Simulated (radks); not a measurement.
# Nb⁺ in [Kr] 4d4: an all-electron calculation

Aim: the levels, the sizes of the orbitals and the parts of the energy of the niobium ion Nb+.

Program: radks (a radial shooting solver on a logarithmic mesh, Libxc functionals) version 1. Level of theory: scalar-relativistic Kohn-Sham, LDA (Slater exchange, Perdew-Wang correlation), spin-polarised, spherical densities, finite nucleus; open shells are filled with parallel spins first. These are calculated values, not measurements, unless marked.

### 1 What is computed

* element: niobium (Z = 41)
* charge: +1
* electrons: 40
* configuration: [Kr] 4d4
* nuclear rms radius: 4.324 fm

Outer shells as boxes (Hund's rule):

Nb⁺
```
[Kr] core
4d [↑ ][↑ ][↑ ][↑ ][  ]
```

### 2 Self-consistent calculation

Input:

```text
Z 41
configuration [Kr] 4d4 5s0 5p0 4f0 5d0
relativity scalar-relativistic
functional lda,pw
spin polarised
nucleus finite rms 4.324 fm
c 137.035999084
```

**Question.** What will this run give?

The runs gave:

| quantity | value |
| --- | --- |
| total energy | -3815.32557 hartree |
| exchange-correlation share of it | 3.00 % |
| −T/E | 1.0293 |
| highest occupied level | 4d up, -10.277 eV |
| most extended occupied level | 4d up, <r> = 2.04 bohr |
| radius at density 0.001 e/bohr³ | 4.05 bohr |
| maxima of the radial density | 4 |
| ionisation energy, NIST | 14.320 (semi-emp.) eV |

What this shows: The radial density shows 4 maxima for 4 occupied principal shells. −T/E is 1.029: with relativity the kinetic term as defined here no longer equals −E. The top level binds by 10.277 eV, 72 % of the NIST ionisation energy of 14.320 eV; the potential of a semilocal functional falls off too fast, so its top eigenvalue is too shallow. Open shells are spherical and high-spin; term and fine-structure splittings are not resolved.
